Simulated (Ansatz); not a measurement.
Li3Pb, space group Fm-3m, a test of the smearing width

With Ansatz 0.2.0 through its Python package.

Run as a notebook:

In [1]:
```python
import ansatz as az
import numpy as np
```

In [2]:
```python
vectors = np.array([
    [0.0, 3.3435, 3.3435],
    [3.3435, 0.0, 3.3435],
    [3.3435, 3.3435, 0.0],
])
system = (
    az.Lattice.of(vectors)
    .atom("Li", (0.5, 0.5, 0.5))
    .atom("Li", (0.25, 0.25, 0.25))
    .atom("Li", (0.75, 0.75, 0.75))
    .atom("Pb", (0.0, 0.0, 0.0))
)

setup = (
    system.calculation()
    .functional("pbesol")
    .basis(24 * az.Ha)
    .kpoints(6)
    .scf(lower_state_search="off")
    .stress()
)
```

In [3]:
```python
rows = []
for value in [0.25, 0.15, 0.1, 0.05, 0.025]:
    data = setup.occupations("methfessel_paxton", width=value).run(threads=1, pin="off").report
    rows.append((value, data["free_energy_ev"] / len(data["lattice"]["sites"]), data["n_iterations"], sum(data["stress_gpa"][i][i] for i in range(3)) / 3, data["n_kpoints"]))
```

In [4]:
```python
print("  width (eV)   F/atom (eV)    iterations       P (GPa)      k-points")
for row in rows:
    print(f"{str(row[0]):>12s}  {row[1]:12.5f}  {row[2]:12d}  {row[3]:12.3f}  {row[4]:12d}")
```
```text
  width (eV)   F/atom (eV)    iterations       P (GPa)      k-points
        0.25   -3091.32969             6        -0.744            16
        0.15   -3091.32925             6        -0.776            16
         0.1   -3091.32921             6        -0.791            16
        0.05   -3091.32912             6        -0.775            16
       0.025   -3091.32896             6        -0.775            16
```

In [5]:
```python
for row in rows[:-1]:
    shift = 1000 * (row[1] - rows[-1][1])
    print(f"{row[0]}: {shift:+.2f} meV/atom" + ("  (within 2 meV)" if abs(shift) < 2 else ""))
```
```text
0.25: -0.73 meV/atom  (within 2 meV)
0.15: -0.30 meV/atom  (within 2 meV)
0.1: -0.26 meV/atom  (within 2 meV)
0.05: -0.16 meV/atom  (within 2 meV)
```

Going from 0.025 to 0.25 eV changes F by -0.7 meV an atom. This scheme is built to cancel the term in the square of the width, so the shifts stay small and are partly the mesh's error. The pressure moves from -0.77 to -0.74 GPa.

Notes:
- The mesh is modest for a metal, so energies can be off by several to tens of meV an atom and pressures by half a GPa or more; differences at equal mesh fare better.
- The narrowest width needs the finest mesh, so the last row is no converged reference.
- Pressure is positive in compression.
- Spin-orbit coupling, which matters for elements this heavy, is left out.
- The starting cell is as deposited in a crystallographic database; the results hold for this polymorph, which needn't be the stable one.
- Finished in 8.7 s on 1 thread of Arm Neoverse V2 (shared host), peak memory 0.43 GiB.

(Lines on the test bed's own set-up are left out of the output.)
